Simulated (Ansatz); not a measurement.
# ClH5NSi2: the cost of one run

Method: PBE0-D4/def2-TZVP structures, single points in def2-TZVPP, no counterpoise correction; program: Ansatz 0.2.0, Gaussian basis.

Levels: SPW92, PBE-D4, BLYP-D4, r2SCAN-D4, B97M-V, PBE0-D4, B3LYP-D4, r2SCAN0-D4, BHLYP-D4, CAM-B3LYP-D4, wB97X-V, wB97M-V, B2PLYP, PBE-QIDH, RPA on PBE, Hartree-Fock, MP2, CCSD, CCSD(T).

Cores are frozen in the correlated methods. Orbitals are unrestricted. B3LYP uses VWN-RPA correlation. B2PLYP carries no dispersion term here.

94 further runs of the same task are left out: 94 set aside as unsound or not needed.

## 1. The system as given

The complex: 16 atoms, charge 0, spin multiplicity 2.

Atoms are counted from 1 here; the program's logs count them from 0.

Bond lengths: Si1–N2 1.958 Å, Si1–N4 1.801 Å, Si1–H6 1.494 Å, Si1–Cl8 2.262 Å, N2–Si3 1.809 Å, N2–H7 1.017 Å, N2–H9 1.019 Å, Si3–H10 1.484 Å, Si3–H11 1.477 Å, Si3–H12 1.474 Å, N4–Si5 1.726 Å, N4–H13 1.010 Å, Si5–H14 1.496 Å, Si5–H15 1.489 Å, Si5–H16 1.489 Å. Angles: N2–Si1–N4 88.5°, N2–Si1–H6 96.5°, N2–Si1–Cl8 84.7°, N4–Si1–H6 105.1°, N4–Si1–Cl8 154.7°, H6–Si1–Cl8 99.8°, Si1–N2–Si3 109.6°, Si1–N2–H7 107.1°, Si1–N2–H9 107.8°, Si3–N2–H7 112.9°, Si3–N2–H9 110.3°, H7–N2–H9 108.9°, N2–Si3–H10 106.0°, N2–Si3–H11 107.7°, N2–Si3–H12 108.4°, H10–Si3–H11 110.1°, H10–Si3–H12 111.0°, H11–Si3–H12 113.3° and more.

As a file:

```xyz
16
ClH10N2Si3
Si    0.8660    0.9803    0.9367
N     1.0568   -0.7824    0.1064
Si    0.9390   -0.6234   -1.6921
N    -0.7508    1.1204    0.1561
Si   -2.1744    0.2748    0.6424
H     0.5903    0.4861    2.3198
H     1.9496   -1.1621    0.4129
Cl    3.1282    0.9781    0.9696
H     0.3067   -1.3753    0.4592
H     1.8995   -1.6046   -2.2542
H    -0.4392   -0.9817   -2.0844
H     1.3126    0.7540   -2.0623
H    -0.9049    2.0244   -0.2673
H    -1.7740   -1.1496    0.8608
H    -2.7851    0.7528    1.9133
H    -3.2202    0.3081   -0.4169
```

Its parts: ClH₅NSi₂ radical holds atoms 1, 4, 5, 6, 8, 13, 14, 15, 16; SiNH₅ holds atoms 2, 3, 7, 9, 10, 11, 12. Each part counts its atoms afresh in its own runs.

## 2. Relaxing ClH₅NSi₂ radical alone

The input, relax-a/in.yaml:

```yaml
crystal:
  periodic: [false, false, false]
  atoms:
    - {symbol: Si, position_ang: [0.866021, 0.980322, 0.936701]}
    - {symbol: N, position_ang: [-0.750796, 1.120377, 0.156076]}
    - {symbol: Si, position_ang: [-2.174434, 0.274767, 0.642405]}
    - {symbol: H, position_ang: [0.590344, 0.486093, 2.319782]}
    - {symbol: Cl, position_ang: [3.128158, 0.978144, 0.969619]}
    - {symbol: H, position_ang: [-0.904863, 2.024362, -0.267258]}
    - {symbol: H, position_ang: [-1.774050, -1.149569, 0.860829]}
    - {symbol: H, position_ang: [-2.785089, 0.752844, 1.913275]}
    - {symbol: H, position_ang: [-3.220243, 0.308064, -0.416871]}
basis:
  gaussian: {orbitals: def2-TZVP}
magnetization: {spin_polarized: true, initial_magnetization: 1}
hamiltonian: {xc: pbe0, dispersion: d4}
relax: {f_tol: 0.005, max_steps: 200}
```

Started as:

```bash
$ ansatz run in.yaml --threads 4 --pin off --events-out ev --progress --plain --max-ram 66560MiB --backend cuda --devices 0, --max-vram 37GiB
```

**Question.** How long does this run take on 1 × a share of an NVIDIA H100 with 4 threads of AMD EPYC 7R13, shared host?

About 1.7 min.
